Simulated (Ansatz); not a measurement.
**CH9NSSi2: one species, many methods**

How much do the methods differ for CH9NSSi2? The plan is to run it at one geometry with functionals of several rungs and with coupled cluster. The yardstick is the atomisation energy at the CCSD(T) limit.

Method: functionals in def2-TZVPP, the program's frozen cores in correlated methods; program: Ansatz 0.2.0, Gaussian basis.

Levels to be run: PBE-D4, r2SCAN-D4, PBE0-D4, B3LYP-D4, ωB97X-V, ωB97M-V, B2PLYP; CCSD(T)/def2-TZVPP; MP2/def2-QZVPP; extrapolation to the limit.

**1. Structure used throughout**

The geometry comes from an earlier relaxation with PBE0-D4 in a triple-zeta def2 set; it is a stationary point, not always the lowest conformer.

SMILES `NC([SiH3])S[SiH3]`, 14 atoms, charge 0, spin multiplicity 1.

Atoms are counted from 1 here; the program's logs count them from 0.

Bond lengths: N1–C2 1.427 Å, N1–H6 1.013 Å, N1–H7 1.012 Å, C2–Si3 1.891 Å, C2–S4 1.882 Å, C2–H8 1.093 Å, Si3–H9 1.483 Å, Si3–H10 1.488 Å, Si3–H11 1.487 Å, S4–Si5 2.124 Å, Si5–H12 1.487 Å, Si5–H13 1.489 Å, Si5–H14 1.483 Å. Angles: C2–N1–H6 112.4°, C2–N1–H7 112.4°, H6–N1–H7 108.3°, N1–C2–Si3 111.1°, N1–C2–S4 112.9°, N1–C2–H8 108.9°, Si3–C2–S4 107.5°, Si3–C2–H8 110.0°, S4–C2–H8 106.3°, C2–Si3–H9 109.7°, C2–Si3–H10 110.7°, C2–Si3–H11 107.4°, H9–Si3–H10 109.6°, H9–Si3–H11 110.2°, H10–Si3–H11 109.4°, C2–S4–Si5 101.1°, S4–Si5–H12 112.5°, S4–Si5–H13 109.8° and more.

**2. PBE-D4 (GGA)**

Input file in.yaml:

```yaml
crystal:
  periodic: [false, false, false]
  atoms:
    - {symbol: N, position_ang: [-2.079333, 0.149283, 0.645108]}
    - {symbol: C, position_ang: [-0.770969, -0.068564, 0.119768]}
    - {symbol: Si, position_ang: [-0.066284, -1.721618, 0.709680]}
    - {symbol: S, position_ang: [0.450054, 1.274568, 0.615186]}
    - {symbol: Si, position_ang: [1.662879, 1.386591, -1.124395]}
    - {symbol: H, position_ang: [-2.471823, 1.034305, 0.348348]}
    - {symbol: H, position_ang: [-2.099230, 0.115056, 1.655987]}
    - {symbol: H, position_ang: [-0.820019, -0.050809, -0.972465]}
    - {symbol: H, position_ang: [1.321963, -1.878776, 0.211377]}
    - {symbol: H, position_ang: [-0.901580, -2.852146, 0.222937]}
    - {symbol: H, position_ang: [-0.078145, -1.704328, 2.196308]}
    - {symbol: H, position_ang: [2.484845, 0.163963, -1.325002]}
    - {symbol: H, position_ang: [0.803495, 1.562241, -2.327227]}
    - {symbol: H, position_ang: [2.551247, 2.560933, -0.946910]}
basis:
  gaussian: {orbitals: def2-TZVPP}
hamiltonian: {xc: pbe, dispersion: d4}
output: {forces: true, orbitals: {seedname: orbitals}}
```

Command:

```sh
ansatz run in.yaml --threads 2 --pin off --events-out ev --progress --plain --max-ram 22528MiB --backend cuda --devices 0, --max-vram 18GiB
```

Further steps of the session: r2SCAN-D4 (meta-GGA); PBE0-D4 (hybrid); B3LYP-D4 (hybrid); ωB97X-V (range-separated); ωB97M-V (range-separated); B2PLYP (double hybrid); CCSD(T) in def2-TZVPP; MP2 in def2-QZVPP.

**Question.** What will the summary of the whole plan be? Wanted: atomisation energy, CCSD(T)/CBS; farthest; mean size of error, hybrid; mean size of error, range-separated; gap, smallest and largest; T1 diagnostic; triples share of the correlation energy.

The runs gave:

| quantity | value |
| --- | --- |
| atomisation energy, CCSD(T)/CBS | 4497.1 kJ/mol |
| functionals within 22.5 kJ/mol (0.5 %) | r2SCAN-D4, B3LYP-D4, ωB97M-V |
| farthest | B2PLYP (-72.4 kJ/mol) |
| mean size of error, hybrid | 12.6 kJ/mol |
| mean size of error, range-separated | 23.9 kJ/mol |
| gap, smallest and largest | 4.65 eV (PBE-D4), 11.08 eV (ωB97X-V) |
| T1 diagnostic | 0.0119 |
| triples share of the correlation energy | 4.0 % |

In words: PBE-D4 is off by +26.9 kJ/mol. Double hybrids carry the basis error of their MP2 part in triple zeta, and no dispersion term here, so their miss is partly the set-up's. The reference freezes the cores and leaves out relativity and excitations past (T), so misses under about 22.5 kJ/mol can't be ranked. Hartree-Fock recovers 72 % of the binding; the rest is correlation. The gap grows from 4.7 to 11.1 eV across the functionals, mostly with the share of exact exchange.
